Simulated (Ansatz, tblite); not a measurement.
# SiHMe2(NiPr2) (C₈H₂₁NSi): a ladder of methods and basis sets

The task here is to estimate one member of a computed series from the others.

The runs use Ansatz 0.2.0, Gaussian basis; as each input shows.

The runs, in order: GFN1-xTB, GFN2-xTB, PBE-D4/def2-TZVP, r2SCAN-D4/def2-TZVP, HF/def2-TZVP, PBE-QIDH/def2-TZVP, PBE-D4/def2-SVP, PBE0-D4/def2-SVP, HF/6-31G, B3LYP-D4/6-31G, MP2/def2-SVP, RPA/def2-SVP.

2 further runs of the same task are left out: 2 set aside as unsound or not needed.

**The structure**

The singlet was relaxed beforehand with r2SCAN-D4/def2-SVP.

31 atoms, charge 0, spin multiplicity 1.

Bond lengths: Si1–H2 1.497 Å, Si1–C3 1.884 Å, Si1–C7 1.884 Å, Si1–N11 1.747 Å, C3–H4 1.102 Å, C3–H5 1.103 Å, C3–H6 1.103 Å, C7–H8 1.102 Å, C7–H9 1.103 Å, C7–H10 1.103 Å, N11–C12 1.466 Å, N11–C15 1.467 Å, C12–C13 1.534 Å, C12–C14 1.534 Å, C12–H18 1.108 Å, C13–H19 1.103 Å, C13–H20 1.102 Å, C13–H21 1.101 Å and more. Angles: H2–Si1–C3 108.9°, H2–Si1–C7 108.9°, H2–Si1–N11 107.3°, C3–Si1–C7 108.7°, C3–Si1–N11 111.5°, C7–Si1–N11 111.5°, Si1–C3–H4 110.9°, Si1–C3–H5 111.2°, Si1–C3–H6 111.4°, H4–C3–H5 108.1°, H4–C3–H6 107.7°, H5–C3–H6 107.4°, Si1–C7–H8 110.9°, Si1–C7–H9 111.5°, Si1–C7–H10 111.1°, H8–C7–H9 107.7°, H8–C7–H10 108.0°, H9–C7–H10 107.4° and more.

PBE0-D4/def2-TZVP was run before; its log isn't repeated, and its numbers join the tables.

The first run:

Tight binding, by tblite at 300 K electronic temperature and without a spin-polarisation term:

```python
tblite.interface.Calculator('GFN1-xTB', numbers, positions, charge=0, uhf=0).singlepoint()
```

Tight binding, by tblite at 300 K electronic temperature and without a spin-polarisation term:

```python
tblite.interface.Calculator('GFN2-xTB', numbers, positions, charge=0, uhf=0).singlepoint()
```

start.molden holds the orbitals of an earlier run on this state, given as this run's starting guess.

in.yaml reads:

```yaml
crystal:
  periodic: [false, false, false]
  atoms:
    - {symbol: Si, position_ang: [0.773645, 1.353931, 0.564032]}
    - {symbol: H, position_ang: [0.756417, 1.378620, 2.060413]}
    - {symbol: C, position_ang: [2.562873, 1.366433, -0.026033]}
    - {symbol: H, position_ang: [3.121351, 0.513905, 0.393540]}
    - {symbol: H, position_ang: [3.076593, 2.294253, 0.277304]}
    - {symbol: H, position_ang: [2.625433, 1.299560, -1.125416]}
    - {symbol: C, position_ang: [-0.086900, 2.900939, -0.081070]}
    - {symbol: H, position_ang: [-1.121193, 2.961426, 0.294856]}
    - {symbol: H, position_ang: [-0.129476, 2.910220, -1.183379]}
    - {symbol: H, position_ang: [0.445616, 3.813653, 0.235460]}
    - {symbol: N, position_ang: [-0.056418, -0.097442, 0.058301]}
    - {symbol: C, position_ang: [-0.177930, -0.346660, -1.380874]}
    - {symbol: C, position_ang: [0.561282, -1.614397, -1.826294]}
    - {symbol: C, position_ang: [-1.634277, -0.339323, -1.861475]}
    - {symbol: C, position_ang: [-0.644094, -1.086319, 0.968764]}
    - {symbol: C, position_ang: [0.412212, -1.764648, 1.847819]}
    - {symbol: C, position_ang: [-1.782297, -0.497323, 1.809266]}
    - {symbol: H, position_ang: [0.323849, 0.503186, -1.885208]}
    - {symbol: H, position_ang: [0.114401, -2.517945, -1.378906]}
    - {symbol: H, position_ang: [0.518721, -1.734048, -2.921362]}
    - {symbol: H, position_ang: [1.618616, -1.571571, -1.520864]}
    - {symbol: H, position_ang: [-2.208391, -1.168433, -1.415096]}
    - {symbol: H, position_ang: [-2.127848, 0.604744, -1.581829]}
    - {symbol: H, position_ang: [-1.691113, -0.451880, -2.956658]}
    - {symbol: H, position_ang: [-1.088855, -1.875519, 0.335601]}
    - {symbol: H, position_ang: [0.888725, -1.033480, 2.521881]}
    - {symbol: H, position_ang: [1.200516, -2.217464, 1.226240]}
    - {symbol: H, position_ang: [-0.034817, -2.554738, 2.474121]}
    - {symbol: H, position_ang: [-2.261106, -1.270517, 2.433180]}
    - {symbol: H, position_ang: [-1.404800, 0.289525, 2.483325]}
    - {symbol: H, position_ang: [-2.550726, -0.048681, 1.160370]}
basis:
  gaussian: {orbitals: def2-TZVP, initial_orbitals: start.molden}
hamiltonian: {xc: pbe, dispersion: d4}
scf: {omitted_lower_state_checks: [starts]}
output: {orbitals: {seedname: orbitals}}
```

The run is started by

```console
$ ansatz run in.yaml --threads 4 --pin off --events-out ev --progress --plain --max-ram 6963MiB
```

Among the steps run: PBE-D4/def2-TZVP; r2SCAN-D4/def2-TZVP; HF/def2-TZVP; PBE-QIDH/def2-TZVP; PBE-D4/def2-SVP; PBE0-D4/def2-SVP; HF/6-31G; B3LYP-D4/6-31G; MP2/def2-SVP; RPA/def2-SVP.

One of the session's tables, all rows but one given; the rest of the session is left out.

It belongs to the step «Binding energy». 

| level | binding an atom (eV) |
| --- | --- |
| HF/6-31G | 2.868 |
| HF/def2-SVP | 3.069 |
| HF/def2-TZVP | ? |
| PBE-D4/def2-SVP | 4.120 |
| PBE-D4/def2-TZVP | 4.091 |
| r2SCAN-D4/def2-TZVP | 4.032 |
| B3LYP-D4/6-31G | 3.948 |
| PBE0-D4/def2-SVP | 4.083 |
| PBE0-D4/def2-TZVP | 4.049 |
| MP2/def2-SVP | 3.881 |

**Question.** Estimate the row for HF/def2-TZVP.

As computed: binding an atom (eV): 3.020. In the column «binding an atom (eV)» it lies between HF/6-31G (2.868) and HF/def2-SVP (3.069).

Caveats from the session: Free atoms were run apart at each level; binding is atoms less cluster, divided by the number of atoms, without zero-point or spin-orbit terms.
